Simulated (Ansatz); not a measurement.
# C3H10AlB: a ladder of functionals and wavefunction methods

The task here is to estimate one member of a computed series from the others.

Computed with Ansatz 0.2.0, Gaussian basis. Level: functionals in def2-TZVPP, the program's frozen cores in correlated methods.

The runs, in order: LDA (SPW92), PBE-D4, revPBE-D4, BLYP-D4, r2SCAN-D4, B97M-V, PBE0-D4, B3LYP-D4, r2SCANh-D4, r2SCAN0-D4, HSE06-D4, BHLYP-D4, CAM-B3LYP-D4, LC-ωPBE, ωB97X-V, ωB97M-V, B2PLYP, PBE-QIDH; CCSD(T)/def2-SVP; CCSD(T)/def2-TZVPP; MP2/def2-QZVPP; extrapolation to the limit; RPA on PBE.

## Structure used throughout

All runs share one geometry, relaxed beforehand with PBE0-D4 in a triple-zeta def2 set.

SMILES `CCC[BH][AlH2]`, 15 atoms, charge 0, spin multiplicity 1.

Atoms are counted from 1 here; the program's logs count them from 0.

Bond lengths: C1–C2 1.519 Å, C1–H6 1.096 Å, C1–H7 1.092 Å, C1–H8 1.094 Å, C2–C3 1.524 Å, C2–H9 1.098 Å, C2–H10 1.095 Å, C3–B4 1.557 Å, C3–H11 1.099 Å, C3–H12 1.108 Å, B4–Al5 2.131 Å, B4–H13 1.206 Å, Al5–H14 1.597 Å, Al5–H15 1.597 Å. Angles: C2–C1–H6 111.4°, C2–C1–H7 111.9°, C2–C1–H8 110.9°, H6–C1–H7 107.6°, H6–C1–H8 107.0°, H7–C1–H8 107.8°, C1–C2–C3 112.2°, C1–C2–H9 109.6°, C1–C2–H10 109.2°, C3–C2–H9 109.1°, C3–C2–H10 110.6°, H9–C2–H10 105.8°, C2–C3–B4 118.8°, C2–C3–H11 111.0°, C2–C3–H12 110.3°, B4–C3–H11 111.3°, B4–C3–H12 100.9°, H11–C3–H12 103.0° and more.

The first run:

File in.yaml:

```yaml
crystal:
  periodic: [false, false, false]
  atoms:
    - {symbol: C, position_ang: [0.246280, -1.726151, -0.220633]}
    - {symbol: C, position_ang: [1.141647, -0.498692, -0.218091]}
    - {symbol: C, position_ang: [0.517397, 0.671717, -0.967807]}
    - {symbol: B, position_ang: [-0.734371, 1.370196, -0.359889]}
    - {symbol: Al, position_ang: [-1.459375, 1.101903, 1.625435]}
    - {symbol: H, position_ang: [-0.731678, -1.507926, 0.223561]}
    - {symbol: H, position_ang: [0.687085, -2.553199, 0.340059]}
    - {symbol: H, position_ang: [0.062991, -2.073593, -1.241391]}
    - {symbol: H, position_ang: [1.348180, -0.194698, 0.816261]}
    - {symbol: H, position_ang: [2.112775, -0.759375, -0.652247]}
    - {symbol: H, position_ang: [0.359551, 0.421396, -2.026081]}
    - {symbol: H, position_ang: [1.228013, 1.520732, -1.015576]}
    - {symbol: H, position_ang: [-1.281809, 2.169048, -1.079278]}
    - {symbol: H, position_ang: [-0.856776, 1.908524, 2.864908]}
    - {symbol: H, position_ang: [-2.661806, 0.099518, 1.940171]}
basis:
  gaussian: {orbitals: def2-TZVPP}
hamiltonian: {xc: lda}
output: {orbitals: {seedname: orbitals}}
```

Among the steps run: LDA; PBE-D4 (GGA); revPBE-D4 (GGA); BLYP-D4 (GGA); r2SCAN-D4 (meta-GGA); B97M-V (meta-GGA); PBE0-D4 (hybrid); B3LYP-D4 (hybrid); r2SCANh-D4 (hybrid); r2SCAN0-D4 (hybrid); HSE06-D4 (hybrid); BHLYP-D4 (hybrid); CAM-B3LYP-D4 (range-separated); LC-ωPBE (range-separated); ωB97X-V (range-separated); ωB97M-V (range-separated); B2PLYP (double hybrid); PBE-QIDH (double hybrid).

One of the session's tables, all rows but one given; the rest of the session is left out.

It belongs to the step «Frontier levels by functional». 

```
  functional  HOMO (eV)  LUMO (eV)  gap (eV)
 LDA (SPW92)      -5.92      -2.91      3.02
      PBE-D4      -5.85      -2.66      3.19
   revPBE-D4      -5.81      -2.55      3.26
     BLYP-D4          ?          ?         ?
   r2SCAN-D4      -6.07      -2.36      3.72
      B97M-V      -6.14      -2.49      3.65
     PBE0-D4      -6.99      -1.69      5.30
    B3LYP-D4      -6.82      -1.86      4.95
  r2SCANh-D4      -6.50      -2.02      4.47
  r2SCAN0-D4      -7.13      -1.53      5.60
    HSE06-D4      -6.59      -2.08      4.52
    BHLYP-D4      -8.07      -0.65      7.42
CAM-B3LYP-D4      -8.33      -0.55      7.78
     LC-ωPBE      -9.65       0.57     10.22
     ωB97X-V      -9.32       0.45      9.77
     ωB97M-V      -9.12       0.17      9.28
```

Q: Estimate the row for BLYP-D4 from the others.

Worked estimate for «HOMO (eV)». Against the share of exact exchange, B3LYP-D4 (0.2, -6.82), BHLYP-D4 (0.5, -8.07) give a slope of -4.17 per unit share; at 0 the line stands at -5.99.

**Answer.** HOMO (eV): -5.75; LUMO (eV): -2.47; gap (eV): 3.28. In «HOMO (eV)» the line misses by -0.24.
